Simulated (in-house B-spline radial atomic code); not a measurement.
# Ga⁷⁺: binding energies from hole states

How tightly is each shell of Ga⁷⁺ bound, and how much do the other electrons relax when one leaves?

Program: in-house B-spline radial atomic code version 1. Level of theory: Dirac-Hartree-Fock, average of configuration, Fermi nucleus, basis-set limit. These are calculated values, not measurements, unless marked.

## Step 1: The atom as given

```
element       : gallium (Z = 31)
charge        : +7
electrons     : 24
configuration : [Ar] 3d6
Hamiltonian   : Dirac-Coulomb
nucleus       : Fermi, rms radius 3.997 fm
```

The outer shells:

[Ar] 3d6
```
[Ar] core
3d [↑↓][↑ ][↑ ][↑ ][↑ ]
```

The boxes draw the filling by Hund's rule, which heavy ions in jj coupling don't follow; these runs average over all states of the configuration.

Input settings:

```ini
Z = 31
electrons = 24.0
configuration = [Ar] 3d6
hamiltonian = dirac
method = hf
spin_polarised = False
nucleus = fermi
rms_radius = 3.9973
mass_number = 69
atomic_mass = 68.925573528
speed_of_light = 137.035999084
```

From the earlier run of the reference: total energy -1925.816102 hartree. Levels, eight at most:

```
orbital  occupation  energy (eV)  <r> (bohr)
  2s1/2           2     -1499.28      0.2166
  2p1/2           2     -1339.56      0.1880
  2p3/2           4     -1311.60      0.1914
  3s1/2           2      -322.18      0.6256
  3p1/2           2      -266.82      0.6345
  3p3/2           4      -262.57      0.6425
  3d3/2         2.4      -176.34      0.6480
  3d5/2         3.6      -175.71      0.6507
```

## Step 2: The 1s hole

Changes to the settings of step 1:

```diff
@@ -1,4 +1,4 @@
 Z = 31
-electrons = 24.0
-configuration = [Ar] 3d6
+electrons = 23.0
+configuration = 1s1 2s2 2p6 3s2 3p6 3d6
 hamiltonian = dirac
```

Results of the run (chosen fields of its result record, rounded):

```text
{
  "status": "converged",
  "iterations": 9,
  "energy [hartree]": {"total": -1537.67670792, "kinetic": 1567.02527356, "nuclear": -3656.67143078, "coulomb": 600.586542271, "exact_exchange": -48.61709297},
  "breit [hartree]": {"gaunt": 0.399171, "retardation": -0.05245249, "frequency_dependence": -0.001865496},
  "qed [hartree]": {"self_energy": 0.36318, "uehling": -0.03354059, "wichmann_kroll": 0.0002864153},
  "recoil [hartree]": 0.009676835,
  "total_with_corrections [hartree]": -1536.99225232,
  "orbitals [hartree, bohr; first row names the columns]": [
    ["name", "occ", "eps", "<r>"],
    ["1s1/2", 1.0, -406.1371, 0.048299],
    ["2s1/2", 2.0, -59.104058, 0.21169],
    ["2p1/2", 2.0, -53.997142, 0.1818],
    ["2p3/2", 4.0, -52.847867, 0.18523],
    ["3s1/2", 2.0, -13.405147, 0.60387],
    ["3p1/2", 2.0, -11.41686, 0.60426],
    ["3p3/2", 4.0, -11.236733, 0.61201],
    ["3d3/2", 2.4, -7.9148684, 0.60392],
    ["3d5/2", 3.6, -7.8860184, 0.60653]
  ],
  "sum_r [bohr^k]": {"-1": 117.9573, "1": 10.07342, "2": 6.420073},
  "energy_minus_base [hartree]": 388.139394,
  "energy_minus_base_with_corrections [hartree]": 387.393722
}
```

It took 1.3 s on 1 thread, shared host.

energy_minus_base is the energy less that of the reference run.

## Step 3: The 2s hole

Changes to the settings of step 2:

```diff
@@ -2,3 +2,3 @@
 electrons = 23.0
-configuration = 1s1 2s2 2p6 3s2 3p6 3d6
+configuration = 1s2 2s1 2p6 3s2 3p6 3d6
 hamiltonian = dirac
```

From the record:

```text
{
  "status": "converged",
  "iterations": 9,
  "energy [hartree]": {"total": -1871.31007259, "kinetic": 1908.72342709, "nuclear": -4357.36649165, "coulomb": 638.793105736, "exact_exchange": -61.4601137658},
  "breit [hartree]": {"gaunt": 0.9003252, "retardation": -0.08539231, "frequency_dependence": -0.003444336},
  "qed [hartree]": {"self_energy": 0.6005833, "uehling": -0.05642913, "wichmann_kroll": 0.0004819413},
  "recoil [hartree]": 0.01100479,
  "total_with_corrections [hartree]": -1869.9429432,
  "orbitals [hartree, bohr; first row names the columns]": [
    ["name", "occ", "eps", "<r>"],
    ["1s1/2", 2.0, -393.56006, 0.048585],
    ["2s1/2", 1.0, -58.109019, 0.2161],
    ["2p1/2", 2.0, -52.026727, 0.18594],
    ["2p3/2", 4.0, -50.974128, 0.18931],
    ["3s1/2", 2.0, -13.232658, 0.60955],
    ["3p1/2", 2.0, -11.248724, 0.61254],
    ["3p3/2", 4.0, -11.079478, 0.62003],
    ["3d3/2", 2.4, -7.9362502, 0.60552],
    ["3d5/2", 3.6, -7.9084135, 0.608]
  ],
  "sum_r [bohr^k]": {"-1": 140.5605, "1": 10.00875, "2": 6.479405},
  "energy_minus_base [hartree]": 54.5060296,
  "energy_minus_base_with_corrections [hartree]": 54.4430307
}
```

Run time: 1.3 s. Hardware: 1 thread, shared host.

## Step 4: The 2p1/2 hole

In configurations, a minus sign after the shell means j = l − 1/2 and a plus sign j = l + 1/2; the count of electrons follows.

Changes to the settings of step 3:

```diff
@@ -2,3 +2,3 @@
 electrons = 23.0
-configuration = 1s2 2s1 2p6 3s2 3p6 3d6
+configuration = 1s2 2s2 2p-1 2p+4 3s2 3p6 3d6
 hamiltonian = dirac
```

From the record:

```text
{
  "status": "converged",
  "iterations": 9,
  "energy [hartree]": {"total": -1877.25211999, "kinetic": 1915.06407158, "nuclear": -4365.38138524, "coulomb": 634.879857309, "exact_exchange": -61.8146636386},
  "breit [hartree]": {"gaunt": 0.8676374, "retardation": -0.07928626, "frequency_dependence": -0.003290676},
  "qed [hartree]": {"self_energy": 0.6318049, "uehling": -0.0591146, "wichmann_kroll": 0.0005047439},
  "recoil [hartree]": 0.01149994,
  "total_with_corrections [hartree]": -1875.88236458,
  "orbitals [hartree, bohr; first row names the columns]": [
    ["name", "occ", "eps", "<r>"],
    ["1s1/2", 2.0, -394.29258, 0.048533],
    ["2s1/2", 2.0, -57.89539, 0.21455],
    ["2p1/2", 1.0, -52.784142, 0.18717],
    ["2p3/2", 4.0, -51.509383, 0.18868],
    ["3s1/2", 2.0, -13.291575, 0.60858],
    ["3p1/2", 2.0, -11.218231, 0.61213],
    ["3p3/2", 4.0, -11.114356, 0.6183],
    ["3d3/2", 2.4, -7.9042929, 0.60752],
    ["3d5/2", 3.6, -7.9283261, 0.60586]
  ],
  "sum_r [bohr^k]": {"-1": 140.8191, "1": 10.02181, "2": 6.473514},
  "energy_minus_base [hartree]": 48.5639822,
  "energy_minus_base_with_corrections [hartree]": 48.5036093
}
```

Run time: 1.3 s. Hardware: 1 thread, shared host.

## Step 5: The 2p3/2 hole

Changes to the settings of step 4:

```diff
@@ -2,3 +2,3 @@
 electrons = 23.0
-configuration = 1s2 2s2 2p-1 2p+4 3s2 3p6 3d6
+configuration = 1s2 2s2 2p-2 2p+3 3s2 3p6 3d6
 hamiltonian = dirac
```

From the record:

```text
{
  "status": "converged",
  "iterations": 9,
  "energy [hartree]": {"total": -1878.26780864, "kinetic": 1918.17421905, "nuclear": -4369.94457428, "coulomb": 635.394738463, "exact_exchange": -61.892191874},
  "breit [hartree]": {"gaunt": 0.8889772, "retardation": -0.07928137, "frequency_dependence": -0.002646622},
  "qed [hartree]": {"self_energy": 0.6294805, "uehling": -0.05913197, "wichmann_kroll": 0.0005049045},
  "recoil [hartree]": 0.01148757,
  "total_with_corrections [hartree]": -1876.8784184,
  "orbitals [hartree, bohr; first row names the columns]": [
    ["name", "occ", "eps", "<r>"],
    ["1s1/2", 2.0, -394.17501, 0.048536],
    ["2s1/2", 2.0, -57.869808, 0.21459],
    ["2p1/2", 2.0, -52.535792, 0.18541],
    ["2p3/2", 3.0, -51.538556, 0.19067],
    ["3s1/2", 2.0, -13.289586, 0.60867],
    ["3p1/2", 2.0, -11.281754, 0.61095],
    ["3p3/2", 4.0, -11.084081, 0.61813],
    ["3d3/2", 2.4, -7.9512213, 0.60385],
    ["3d5/2", 3.6, -7.8962323, 0.6085]
  ],
  "sum_r [bohr^k]": {"-1": 140.9663, "1": 10.0207, "2": 6.474891},
  "energy_minus_base [hartree]": 47.5482935,
  "energy_minus_base_with_corrections [hartree]": 47.5075555
}
```

Wall time 1.3 s (1 thread, shared host).

## Step 6: The 3s hole

Changes to the settings of step 5:

```diff
@@ -2,3 +2,3 @@
 electrons = 23.0
-configuration = 1s2 2s2 2p-2 2p+3 3s2 3p6 3d6
+configuration = 1s2 2s2 2p6 3s1 3p6 3d6
 hamiltonian = dirac
```

From the record:

```text
{
  "status": "converged",
  "iterations": 9,
  "energy [hartree]": {"total": -1914.07494372, "kinetic": 1953.37260023, "nuclear": -4462.83645136, "coulomb": 660.623730027, "exact_exchange": -65.2348226233},
  "breit [hartree]": {"gaunt": 0.9337641, "retardation": -0.08656903, "frequency_dependence": -0.00329045},
  "qed [hartree]": {"self_energy": 0.6238045, "uehling": -0.05851224, "wichmann_kroll": 0.0004996584},
  "recoil [hartree]": 0.01139058,
  "total_with_corrections [hartree]": -1912.65385658,
  "orbitals [hartree, bohr; first row names the columns]": [
    ["name", "occ", "eps", "<r>"],
    ["1s1/2", 2.0, -391.14359, 0.04858],
    ["2s1/2", 2.0, -56.461998, 0.21674],
    ["2p1/2", 2.0, -50.650643, 0.18787],
    ["2p3/2", 4.0, -49.621363, 0.19128],
    ["3s1/2", 1.0, -13.095885, 0.61743],
    ["3p1/2", 2.0, -10.893559, 0.62518],
    ["3p3/2", 4.0, -10.731941, 0.63288],
    ["3d3/2", 2.4, -7.6609778, 0.62632],
    ["3d5/2", 3.6, -7.6363938, 0.62877]
  ],
  "sum_r [bohr^k]": {"-1": 143.9628, "1": 9.837566, "2": 6.418178},
  "energy_minus_base [hartree]": 11.7411584,
  "energy_minus_base_with_corrections [hartree]": 11.7321173
}
```

Run time: 1.2 s. Hardware: 1 thread, shared host.

## Step 7: The 3p1/2 hole

Changes to the settings of step 6:

```diff
@@ -2,3 +2,3 @@
 electrons = 23.0
-configuration = 1s2 2s2 2p6 3s1 3p6 3d6
+configuration = 1s2 2s2 2p6 3s2 3p-1 3p+4 3d6
 hamiltonian = dirac
```

From the record:

```text
{
  "status": "converged",
  "iterations": 9,
  "energy [hartree]": {"total": -1916.10992511, "kinetic": 1955.51001242, "nuclear": -4466.70819019, "coulomb": 660.669099622, "exact_exchange": -65.5808469586},
  "breit [hartree]": {"gaunt": 0.9295642, "retardation": -0.08569708, "frequency_dependence": -0.003273663},
  "qed [hartree]": {"self_energy": 0.6289802, "uehling": -0.05895073, "wichmann_kroll": 0.0005033798},
  "recoil [hartree]": 0.01148051,
  "total_with_corrections [hartree]": -1914.68731828,
  "orbitals [hartree, bohr; first row names the columns]": [
    ["name", "occ", "eps", "<r>"],
    ["1s1/2", 2.0, -391.17814, 0.048575],
    ["2s1/2", 2.0, -56.506888, 0.21636],
    ["2p1/2", 2.0, -50.602946, 0.1882],
    ["2p3/2", 4.0, -49.63982, 0.19123],
    ["3s1/2", 2.0, -12.92608, 0.61884],
    ["3p1/2", 1.0, -11.047113, 0.62333],
    ["3p3/2", 4.0, -10.812297, 0.63197],
    ["3d3/2", 2.4, -7.5758638, 0.62753],
    ["3d5/2", 3.6, -7.6544181, 0.62859]
  ],
  "sum_r [bohr^k]": {"-1": 144.0877, "1": 9.829031, "2": 6.399281},
  "energy_minus_base [hartree]": 9.70617704,
  "energy_minus_base_with_corrections [hartree]": 9.69865563
}
```

It took 1.2 s on 1 thread, shared host.

## Step 8: The 3p3/2 hole

Changes to the settings of step 7:

```diff
@@ -2,3 +2,3 @@
 electrons = 23.0
-configuration = 1s2 2s2 2p6 3s2 3p-1 3p+4 3d6
+configuration = 1s2 2s2 2p6 3s2 3p-2 3p+3 3d6
 hamiltonian = dirac
```

From the record:

```text
{
  "status": "converged",
  "iterations": 9,
  "energy [hartree]": {"total": -1916.26297912, "kinetic": 1955.9795446, "nuclear": -4467.54630449, "coulomb": 660.907857511, "exact_exchange": -65.6040767469},
  "breit [hartree]": {"gaunt": 0.9328651, "retardation": -0.08569834, "frequency_dependence": -0.003169212},
  "qed [hartree]": {"self_energy": 0.6286294, "uehling": -0.05895379, "wichmann_kroll": 0.000503408},
  "recoil [hartree]": 0.01147695,
  "total_with_corrections [hartree]": -1914.83732566,
  "orbitals [hartree, bohr; first row names the columns]": [
    ["name", "occ", "eps", "<r>"],
    ["1s1/2", 2.0, -391.15547, 0.048576],
    ["2s1/2", 2.0, -56.493926, 0.21637],
    ["2p1/2", 2.0, -50.656036, 0.18782],
    ["2p3/2", 4.0, -49.593454, 0.19156],
    ["3s1/2", 2.0, -12.920657, 0.6189],
    ["3p1/2", 2.0, -10.968278, 0.62453],
    ["3p3/2", 3.0, -10.830756, 0.63162],
    ["3d3/2", 2.4, -7.6626033, 0.62661],
    ["3d5/2", 3.6, -7.5872576, 0.62968]
  ],
  "sum_r [bohr^k]": {"-1": 144.1147, "1": 9.824172, "2": 6.392591},
  "energy_minus_base [hartree]": 9.55312302,
  "energy_minus_base_with_corrections [hartree]": 9.54864825
}
```

Run time: 1.3 s. Hardware: 1 thread, shared host.

## Step 9: The 3d hole

Changes to the settings of step 8:

```diff
@@ -2,3 +2,3 @@
 electrons = 23.0
-configuration = 1s2 2s2 2p6 3s2 3p-2 3p+3 3d6
+configuration = 1s2 2s2 2p6 3s2 3p6 3d5
 hamiltonian = dirac
```

From the record:

```text
{
  "status": "converged",
  "iterations": 9,
  "energy [hartree]": {"total": -1919.45001029, "kinetic": 1959.22265813, "nuclear": -4474.09470851, "coulomb": 662.014995501, "exact_exchange": -66.5929554096},
  "breit [hartree]": {"gaunt": 0.9383599, "retardation": -0.08669703, "frequency_dependence": -0.003267598},
  "qed [hartree]": {"self_energy": 0.6288114, "uehling": -0.05894434, "wichmann_kroll": 0.0005033326},
  "recoil [hartree]": 0.01150683,
  "total_with_corrections [hartree]": -1918.01973776,
  "orbitals [hartree, bohr; first row names the columns]": [
    ["name", "occ", "eps", "<r>"],
    ["1s1/2", 2.0, -390.98683, 0.048583],
    ["2s1/2", 2.0, -56.493983, 0.21645],
    ["2p1/2", 2.0, -50.622088, 0.1879],
    ["2p3/2", 4.0, -49.594506, 0.19131],
    ["3s1/2", 2.0, -13.010508, 0.61803],
    ["3p1/2", 2.0, -10.955059, 0.62432],
    ["3p3/2", 4.0, -10.793638, 0.63191],
    ["3d3/2", 2.0, -7.6822817, 0.6253],
    ["3d5/2", 3.0, -7.6579659, 0.62772]
  ],
  "sum_r [bohr^k]": {"-1": 144.326, "1": 9.817215, "2": 6.365686},
  "energy_minus_base [hartree]": 6.36609186,
  "energy_minus_base_with_corrections [hartree]": 6.36623616
}
```

Run time: 1.2 s. Hardware: 1 thread, shared host.

## Step 10: What the holes cost

| hole | ΔSCF (eV) | with Breit, QED, recoil (eV) | −ε of the parent (eV) | −ε less ΔSCF (eV) |
| --- | --- | --- | --- | --- |
| 1s | 10561.8 | 10541.5 | 10602.1 | 40.25 |
| 2s | 1483.18 | 1481.47 | 1499.28 | 16.10 |
| 2p1/2 | 1321.49 | 1319.85 | 1339.56 | 18.07 |
| 2p3/2 | 1293.85 | 1292.75 | 1311.60 | 17.74 |
| 3s | 319.49 | 319.25 | 322.18 | 2.68 |
| 3p1/2 | 264.12 | 263.91 | 266.82 | 2.70 |
| 3p3/2 | 259.95 | 259.83 | 262.57 | 2.61 |
| 3d | 173.23 | 173.23 | - | - |

**Reading.** Relaxation of the remaining electrons brings each binding energy under −ε, by 40.2 eV for 1s and 2.61 eV for 3p3/2. The difference of the 1s and 2p3/2 holes gives a Kα1 line at 9248.8 eV for this charge state (with Breit, QED and recoil). The spin-orbit splitting of the 2p hole is 27.10 eV with those corrections. A dash stands where an open shell is averaged over j, so that no single parent level belongs to the hole. Values are for the free ion, measured from the vacuum level.
